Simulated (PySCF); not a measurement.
# GaB (triplet) at other levels of theory

Aim: see what other levels and later steps give for GaB (triplet).

Computed with PySCF 2.14.0. Level: method and basis as typed in the scripts.

2 further runs of the same task are left out: 2 that didn't finish.

## Step 1: The starting structure

GaB (triplet): 2 atoms, charge 0, spin multiplicity 3.

Bond lengths: Ga1–B2 2.020 Å.

## Step 2: The run that the others are compared with

The input, input.py:

```python
from pyscf import gto, dft
from pyscf.geomopt.geometric_solver import optimize

mol = gto.M(
    atom='Ga 0 0 0; B 0 0 2.02',
    basis='cc-pvdz-dk',
    charge=0,
    spin=2,
    verbose=4,
)
mf = dft.UKS(mol, xc='revpbe')
mf = mf.sfx2c1e()
mf = mf.density_fit(auxbasis='def2-universal-jkfit')
mf.kernel()
g = mf.nuc_grad_method()
g.grid_response = True
mol_eq = optimize(g.as_scanner(), maxsteps=30)
print('optimised geometry (angstrom)')
print(mol_eq.tostring('raw'))
print('orbital energies (hartree):', [e[max(0, n-3):n+3].round(4) for e, n in zip(mf.mo_energy, mol.nelec)])
```

On the command line:

```sh
> OMP_NUM_THREADS=1 python input.py
```

## Step 3: TDDFT

Run 1 changes step after the SCF: optimize → tddft; number of roots: none → 6.

The input, input.py:

```python
from pyscf import gto, dft, tdscf

mol = gto.M(
    atom='Ga 0 0 0; B 0 0 2.02',
    basis='cc-pvdz-dk',
    charge=0,
    spin=2,
    verbose=4,
)
mf = dft.UKS(mol, xc='revpbe')
mf = mf.sfx2c1e()
mf = mf.density_fit(auxbasis='def2-universal-jkfit')
mf.kernel()
td = tdscf.TDDFT(mf)
td.nstates = 6
td.kernel()
td.analyze()
mf.dip_moment()
print('orbital energies (hartree):', [e[max(0, n-3):n+3].round(4) for e, n in zip(mf.mo_energy, mol.nelec)])
```

## Step 4: Population analysis

Run 2 changes step after the SCF: optimize → analyze.

The input, input.py:

```python
from pyscf import gto, dft

mol = gto.M(
    atom='Ga 0 0 0; B 0 0 2.02',
    basis='cc-pvdz-dk',
    charge=0,
    spin=2,
    verbose=4,
)
mf = dft.UKS(mol, xc='revpbe')
mf = mf.sfx2c1e()
mf = mf.density_fit(auxbasis='def2-universal-jkfit')
mf.kernel()
mf.analyze()
print('orbital energies (hartree):', [e[max(0, n-3):n+3].round(4) for e, n in zip(mf.mo_energy, mol.nelec)])
```

## Step 5: Revtpss

Run 3 changes functional: revpbe → revtpss.

input.py: that of step 2 with these lines changed.

```diff
@@ -10,3 +10,3 @@
 )
-mf = dft.UKS(mol, xc='revpbe')
+mf = dft.UKS(mol, xc='revtpss')
 mf = mf.sfx2c1e()
```

**Question.** What will these runs give? Wanted: for each run, E(SCF); from base; gap, α spin; SCF dipole; after the SCF.

**Answer**, as computed:

```
                run  E(SCF) (hartree)  from base (eV)  cycles  gap, α spin (eV)  SCF dipole (D)              after the SCF
               base      -1968.372890               0      12              0.53             n/a    bond 2.055 Å, -0.006 eV
              TDDFT      -1968.372890          0.0000      12              0.53            1.70  lowest root found 1.73 eV
population analysis      -1968.372890          0.0000      12              0.53            1.70                        n/a
            revtpss      -1967.961004  not comparable      12              0.71             n/a    bond 2.042 Å, -0.002 eV
```

SCF columns refer to the geometry typed in the script.

What this shows: A lower total energy from another functional means nothing by itself.
